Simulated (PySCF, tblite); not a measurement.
**C₆H₁₃NSi: geometry, infrared bands and NMR shifts**

What infrared bands and NMR shifts should C₆H₁₃NSi (`C=C1C[Si@@H](C)N[C@H]1C`) show?

Computed with tblite 0.8.0 and PySCF 2.14.0, with density-fitted response routines of our own, on a single molecule in the gas phase. Atoms count from 0, in the outputs and in this text.

## Step 1: The starting structure

21 atoms, charge 0, multiplicity 1; geometry from: force field or distance geometry start.

Bonds of the start (Å): C0–C1 1.33, C1–C2 1.54, C2–Si3 1.90, Si3–C4 1.85, Si3–N5 1.73, N5–C6 1.48, C6–C7 1.52, C6–C1 1.52, C0–H8 1.09, C0–H9 1.10, C2–H10 1.10, C2–H11 1.09, Si3–H12 1.48, C4–H13 1.10, C4–H14 1.09, C4–H15 1.10, N5–H16 1.02, C6–H17 1.09, C7–H18 1.09, C7–H19 1.10, C7–H20 1.10.

## Step 2: Geometry optimisation with GFN2-xTB

Job settings and geometry (Å):

```
{"job": {"kind": "relax", "xc": "GFN2-xTB", "basis": "xTB"}, "charge": 0, "multiplicity": 1}
C     -1.738600     2.015400     0.533500
C     -0.870300     1.038100     0.291900
C     -0.240600     0.202500     1.421900
Si     1.432100    -0.321100     0.698600
C      1.703200    -2.146000     0.752500
N      1.096600     0.248300    -0.905200
C     -0.295700     0.718400    -1.081300
C     -1.114700    -0.354100    -1.785800
H     -2.138600     2.621400    -0.273300
H     -2.100900     2.236700     1.542900
H     -0.869100    -0.678500     1.613500
H     -0.123500     0.777700     2.341900
H      2.554000     0.479100     1.240100
H      2.609700    -2.425900     0.188400
H      0.859600    -2.677600     0.303800
H      1.820800    -2.504900     1.783400
H      1.707200     1.060000    -1.039600
H     -0.289100     1.611300    -1.703500
H     -0.687500    -0.592600    -2.762000
H     -2.140800    -0.008300    -1.952700
H     -1.182500    -1.282900    -1.209500
```

The run is started by

```bash
OMP_NUM_THREADS=1 python probes_run.py task.json out
```

One launch serves the whole session: the jobs run in the order shown.

**Question.** This job is followed by: GFN2-xTB harmonic vibrations, gas phase; GIAO PBE0/pcSseg-1 NMR shielding, non-relativistic, gas phase. What will the session give for the following? strongest single infrared mode (GFN2-xTB); zero-point energy (GFN2-xTB); ¹³C shifts against TMS (PBE0/pcSseg-1); ¹H shifts against TMS (PBE0/pcSseg-1, means over atoms taken as alike); ²⁹Si shifts against TMS (PBE0/pcSseg-1); ¹⁵N shifts against NH3 (PBE0/pcSseg-1).

As calculated:

| quantity | value |
| --- | --- |
| strongest single infrared mode (GFN2-xTB) | 2141 cm⁻¹, 399 km/mol |
| zero-point energy (GFN2-xTB) | 110.1 kcal/mol |
| ¹³C shifts against TMS (PBE0/pcSseg-1) | 161.1, 113.6, 61.2, 32.5, 21.7, 0.3 ppm |
| ¹H shifts against TMS (PBE0/pcSseg-1, means over atoms taken as alike) | 5.22, 5.22, 5.18, 4.07, 1.96, 1.66, 1.15, 0.25, 0.20 ppm |
| ²⁹Si shifts against TMS (PBE0/pcSseg-1) | -7.7 ppm |
| ¹⁵N shifts against NH3 (PBE0/pcSseg-1) | 49.7 ppm |

What this shows: The optimisation took 116 steps and gained 0.396 eV; among the close pairs (by a distance rule), Si3–C4 changed most, from 1.846 to 1.894 Å. No mode is imaginary among the 57: a minimum at this level. The strongest single mode, at 2141 cm⁻¹, moves mainly H12. Unscaled tight-binding wavenumbers are off by several per cent, some by more. Its intensities can rank the bands wrongly. C1 (fully substituted alkene carbon) lies farthest downfield among carbon, at 161.1 ppm; an sp2 carbon of a C=C bond. At PBE0/pcSseg-1: The largest span, 233 ppm, is at C1, where the paramagnetic term is -238 ppm.
